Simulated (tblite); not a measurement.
# C4H12B2NP: the cost of one run

The runs use tblite 0.8.0 and PySCF 2.14.0, with density-fitted response routines of our own; the level of theory stands in each step. All values are computed, except where a source is named. Atoms count from 0, in the outputs and in this text.

## 1. The starting structure

20 atoms, charge 0, multiplicity 1; geometry from: force field or distance geometry start.

Bonds of the start (Å): C0–N1 1.48, N1–B2 1.53, B2–P3 1.94, P3–B4 1.92, B4–C5 1.60, C5–C6 1.51, C6–C7 1.53, C7–C5 1.52, C0–H8 1.11, C0–H9 1.10, C0–H10 1.11, N1–H11 1.05, B2–H12 1.18, P3–H13 1.46, B4–H14 1.18, C5–H15 1.11, C6–H16 1.11, C6–H17 1.12, C7–H18 1.12, C7–H19 1.11.

## 2. Optimising the geometry with GFN2-xTB

The job: settings as JSON, then the geometry in Å.

```
{"job": {"kind": "relax", "xc": "GFN2-xTB", "basis": "xTB"}, "charge": 0, "multiplicity": 1}
C      4.103700    -0.077000    -0.262900
N      2.720400    -0.040800    -0.781800
B      1.746700    -0.155400     0.391900
P      0.387300     1.213500     0.617400
B     -0.832400     0.422300    -0.643900
C     -2.396000     0.736800    -0.548700
C     -3.309600    -0.433700    -0.847200
C     -3.098000     0.024200     0.594500
H      4.308200    -1.026700     0.283000
H      4.798500    -0.002800    -1.110300
H      4.278600     0.792900     0.405900
H      2.582700    -0.894700    -1.368900
H      1.712300    -1.120500     1.074500
H     -0.209800     0.532400     1.761100
H     -0.411300    -0.024000    -1.654000
H     -2.799100     1.745100    -0.769000
H     -4.296100    -0.150200    -1.263200
H     -2.821500    -1.412100    -1.079800
H     -3.974100     0.570000     1.017900
H     -2.495500    -0.688500     1.203900
```

Run with:

```sh
OMP_NUM_THREADS=1 python probes_run.py task.json out
```

The driver reads the jobs from task.json and runs them one after another.

Q: Estimate the wall time and peak memory of this first job on 1 thread of Arm Neoverse N1, shared host.

About 2.9 s, with a peak of 0.18 GiB.
